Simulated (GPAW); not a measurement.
Crystal: CaB2.

```xyz
3
Lattice="3.2264 0.0000 0.0000 -1.6132 2.7942 0.0000 0.0000 0.0000 4.0674" Properties=species:S:1:pos:R:3 pbc="T T T"
Ca    0.0000    0.0000    0.0000
B     1.6132    0.9314    2.0337
B     0.0000    1.8628    2.0337
```

The cell comes from a database or a generator and needn't be the stable form of this composition.

Base run:

```yaml
Program: GPAW 26.7.0
Functional: PBEsol
Potentials_or_basis: PAW data sets generated in the run's folder for this functional
Cutoff: 800 eV
Basis: pw
k_mesh: 9 × 9 × 7
Occupations: fermi-dirac, width 0.05 eV
Spin: no spin polarisation
```

Its results: pressure -2.9 GPa.

Question: After a change of settings the same cell gave: pressure 2.3 GPa. Which change was it?
A. functional from PBEsol to revPBE; potentials or basis from PAW data sets generated in the run's folder for this functional to the program's PAW data sets (release 1.2.1) made for this functional
B. functional from PBEsol to LDA; potentials or basis from PAW data sets generated in the run's folder for this functional to the program's PAW data sets (release 1.2.1) made for this functional
C. functional from PBEsol to PBE; potentials or basis from PAW data sets generated in the run's folder for this functional to GPAW PAW data sets (gpaw-data 1.2.1)

Answer: A.
